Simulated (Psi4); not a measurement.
# SnNH2F (SMILES [NH2][Sn][F]) at PBE/def2-SVP (core potential)

Aim: the energy change on altering one bond length of SnNH2F at PBE/def2-SVP (core potential), from 2 runs. 

The calculation is run with Psi4 1.11.

4 further runs of the same task are left out: 4 that didn't finish.

### 1 The molecule

SnNH2F: 5 atoms, total charge 0, spin state singlet. SMILES: `[NH2][Sn][F]`. The shape is that of a PBE0-D4/def2-TZVP optimisation. This is one conformer, not always the lowest.

Bond lengths: N1–Sn2 2.003 Å, Sn2–F3 1.951 Å, N1–H4 1.008 Å, N1–H5 1.010 Å. Angles: N1–Sn2–F3 92.0°, Sn2–N1–H4 126.2°, Sn2–N1–H5 121.8°, H4–N1–H5 112.0°.

### 2 Energy and gradient at PBE/def2-SVP (core potential)

File job.py:

```python
import psi4

psi4.set_memory('1600 MB')
psi4.set_num_threads(1)
psi4.set_output_file('output.dat', False)

m = psi4.geometry("""
0 1
N     -0.302900     0.495500    -0.393300
Sn     0.338900    -0.053700     1.423200
F      0.966900    -1.775900     0.754300
H     -0.746800     1.369300    -0.629100
H     -0.206200    -0.108900    -1.196600
symmetry c1
""")

psi4.set_options({
    'reference': 'rks',
    'puream': True,
    'e_convergence': 1e-09,
    'd_convergence': 1e-08,
    'scf_type': 'pk',
    'dft_radial_points': 99,
    'dft_spherical_points': 590,
})

E, wfn = psi4.gradient('pbe/def2-SVP', molecule=m, return_wfn=True)
psi4.oeprop(wfn, 'LOWDIN_CHARGES', 'DIPOLE', 'QUADRUPOLE')
print('gradient / Eh bohr^-1')
print(E.np.round(6))
print(f'energy = {wfn.energy():.10f} Eh')
for k, v in sorted(psi4.core.scalar_variables().items()):
    print(f'{k:45s} {v:18.10f}')
```

Command:

```sh
$ python job.py
```

output.dat:

```text
[...]
    !!!  WARNING: ECP capability is in beta. Please check occupations closely.  !!!
[...]
  Running in c1 symmetry.
[...]
  Nuclear repulsion =  125.308124882580273
[...]
  Multiplicity = 1
[...]
  Nalpha       = 20
  Nbeta        = 20
[...]
    Number of basis functions: 64
[...]
   @RKS iter   1:  -369.37232827568744   -1.12141e+00   1.64960e-02 DIIS/ADIIS
[...]
   @RKS iter  13:  -369.86181564484832   -1.13687e-12   4.72622e-09 DIIS
[...]
    Orbital Energies [Eh]
    ---------------------
    Doubly Occupied:
       1A    -24.181106     2A    -13.980465     3A     -4.885995
       4A     -3.271194     5A     -3.266756     6A     -3.262126
       7A     -0.987964     8A     -0.935625     9A     -0.932487
      10A     -0.928565    11A     -0.925562    12A     -0.903113
      13A     -0.739426    14A     -0.436419    15A     -0.429679
      16A     -0.322373    17A     -0.289384    18A     -0.281543
      19A     -0.230929    20A     -0.221018
[...]
  @RKS Final Energy:  -369.86181564484832
   => Energetics <=
    Nuclear Repulsion Energy =            125.3081248825802732
    One-Electron Energy =                -842.0886524292126296
    Two-Electron Energy =                 382.9752967453423480
    DFT Exchange-Correlation Energy =     -36.0565848435583050
    Empirical Dispersion Energy =           0.0000000000000000
    VV10 Nonlocal Energy =                  0.0000000000000000
    Total Energy =                       -369.8618156448483205
[...]
  -Total Gradient:
     Atom            X                  Y                   Z
    ------   -----------------  -----------------  -----------------
       1        0.000805877575    -0.001341346712     0.000937885655
       2       -0.000735814956    -0.008657645976    -0.021259778155
       3       -0.005084596067     0.013772027377     0.005064354177
       4        0.006232637688    -0.012025607120     0.003819899559
       5       -0.001250719921     0.008248883698     0.011280156727
[...]
 Multipole Moments:
 ------------------------------------------------------------------------------------
     Multipole            Electronic (a.u.)      Nuclear  (a.u.)        Total (a.u.)
 ------------------------------------------------------------------------------------
 L = 1.  Multiply by 2.5417464519 to convert [e a0] to [Debye]
 Dipole X            :          1.0772928           -1.5252481           -0.4479553
 Dipole Y            :          8.8480085           -7.9012868            0.9467216
 Dipole Z            :         23.2208008          -23.3249492           -0.1041485
 Magnitude           :                                                    1.0525173
 L = 2.  Multiply by 1.3450342976 to convert [e a0^2] to [Debye ang]
 Quadrupole XX       :        -53.7513770           28.2807482          -25.4706288
 Quadrupole XY       :         49.6834252          -49.1126500            0.5707751
[...]
```

Standard output:

```text
gradient / Eh bohr^-1
[[ 0.000806 -0.001341  0.000938]
 [-0.000736 -0.008658 -0.02126 ]
 [-0.005085  0.013772  0.005064]
 [ 0.006233 -0.012026  0.00382 ]
 [-0.001251  0.008249  0.01128 ]]
energy = -369.8618156448 Eh
CURRENT ENERGY                                   -369.8618156448
CURRENT REFERENCE ENERGY                         -369.8618156448
DD SOLVATION ENERGY                                 0.0000000000
DFT FUNCTIONAL TOTAL ENERGY                      -369.8618156448
DFT TOTAL ENERGY                                 -369.8618156448
DFT VV10 ENERGY                                     0.0000000000
DFT XC ENERGY                                     -36.0565848436
GRID ELECTRONS ALPHA                               20.0000030935
GRID ELECTRONS BETA                                20.0000030935
GRID ELECTRONS TOTAL                               40.0000061870
NUCLEAR REPULSION ENERGY                          125.3081248826
ONE-ELECTRON ENERGY                              -842.0886524292
PCM POLARIZATION ENERGY                             0.0000000000
PE ENERGY                                           0.0000000000
SCF ITERATION ENERGY                             -369.8618156448
SCF ITERATIONS                                     13.0000000000
SCF TOTAL ENERGY                                 -369.8618156448
TWO-ELECTRON ENERGY                               382.9752967453
XC GRID RADIAL POINTS                              99.0000000000
XC GRID SPHERICAL POINTS                          590.0000000000
XC GRID TOTAL POINTS                           278205.0000000000
```

Run time: 22 s. Hardware: 1 thread of Intel Xeon Platinum 8259CL at 2.50GHz (Skylake/Cascade Lake), shared host; peak memory 0.67 GiB.

### 3 The distorted shape, same level

File fh2nsn.in:

```
memory 1600 MB

molecule {
  0 1
  N      0.052220    -0.203541    -0.204660
  Sn     0.694020    -0.752741     1.611840
  F      1.322020    -2.474941     0.942940
  H     -0.746800     1.369300    -0.629100
  H      0.148920    -0.807941    -1.007960
  units angstrom
  symmetry c1
  no_reorient
  no_com
}

set basis def2-SVP
set reference rks
set puream true
set e_convergence 1e-09
set d_convergence 1e-08
set scf_type pk
set dft_radial_points 99
set dft_spherical_points 590

gradient('pbe')
```

Command:

```sh
$ psi4 fh2nsn.in fh2nsn.out -n 1
```

fh2nsn.out:

```text
[...]
    !!!  WARNING: ECP capability is in beta. Please check occupations closely.  !!!
[...]
  Running in c1 symmetry.
[...]
  Nuclear repulsion =  122.509551932472405
[...]
  Multiplicity = 1
[...]
  Nalpha       = 20
  Nbeta        = 20
[...]
    Number of basis functions: 64
[...]
   @RKS iter   1:  -369.03575296967455   -9.91215e-01   1.79127e-02 ADIIS/DIIS
[...]
   @RKS iter  15:  -369.73200058307674   -1.64846e-12   4.32103e-09 DIIS
[...]
    Orbital Energies [Eh]
    ---------------------
    Doubly Occupied:
       1A    -24.189615     2A    -14.014980     3A     -4.892097
       4A     -3.276469     5A     -3.272643     6A     -3.269336
       7A     -0.995160     8A     -0.941690     9A     -0.937610
      10A     -0.934914    11A     -0.932475    12A     -0.909709
      13A     -0.703601    14A     -0.435180    15A     -0.357020
      16A     -0.310205    17A     -0.296003    18A     -0.286201
      19A     -0.238217    20A     -0.217319
[...]
  @RKS Final Energy:  -369.73200058307674
   => Energetics <=
    Nuclear Repulsion Energy =            122.5095519324724052
    One-Electron Energy =                -836.3577121036230437
    Two-Electron Energy =                 379.9911569069801089
    DFT Exchange-Correlation Energy =     -35.8749973189061748
    Empirical Dispersion Energy =           0.0000000000000000
    VV10 Nonlocal Energy =                  0.0000000000000000
    Total Energy =                       -369.7320005830767400
[...]
 Multipole Moments:
 ------------------------------------------------------------------------------------
     Multipole            Electronic (a.u.)      Nuclear  (a.u.)        Total (a.u.)
 ------------------------------------------------------------------------------------
 L = 1.  Multiply by 2.5417464519 to convert [e a0] to [Debye]
 Dipole X            :        -51.2677469           50.8984126           -0.3693343
 Dipole Y            :         75.8652003          -75.0187238            0.8464765
 Dipole Z            :        -77.1965012           77.2468262            0.0503249
 Magnitude           :                                                    0.9249124
[...]
  -Total Gradient:
     Atom            X                  Y                   Z
    ------   -----------------  -----------------  -----------------
       1        0.036057534688    -0.076205124528     0.008374988867
       2        0.001097485755    -0.014149271523    -0.024173673039
       3       -0.004796980265     0.014319136400     0.007516692012
       4       -0.035213120387     0.070759636159    -0.015723726214
       5        0.002896922282     0.005128438954     0.023894491982
[...]
```

It took 21 s on 1 thread of Intel Xeon Platinum 8259CL at 2.50GHz (Skylake/Cascade Lake), shared host; peak memory 0.67 GiB.

### 4 Results

Level: PBE/def2-SVP (core potential).

| quantity | value |
| --- | --- |
| first shape: total energy | -369.86182 Eh |
| first shape: dipole moment | 2.68 D |
| first shape: HOMO energy | -6.01 eV |
| first shape: LUMO energy | -2.28 eV |
| first shape: HOMO–LUMO gap | 3.74 eV |
| first shape: largest force on an atom | 1.181 eV/Å |
| distorted shape: total energy | -369.73200 Eh |
| distorted shape: dipole moment | 2.35 D |
| distorted shape: HOMO energy | -5.91 eV |
| distorted shape: LUMO energy | -3.85 eV |
| distorted shape: HOMO–LUMO gap | 2.06 eV |
| distorted shape: largest force on an atom | 4.356 eV/Å |
| energy change with the N1–H4 bond stretched from 1.008 to 1.815 Å | 3.532 eV |

One bond (distorted shape) is far stretched, which a spin-restricted single reference describes badly; a broken-symmetry solution may lie lower. With the N1–H4 bond stretched from 1.008 to 1.815 Å the energy rises by 3.53 eV (81 kcal/mol). The first shape isn't relaxed at this level, so the change isn't measured from a minimum. A restricted reference can't describe the breaking bond well at this length. The largest force (first shape) is 1.18 eV/Å: the shape isn't a stationary point for this species at this level.
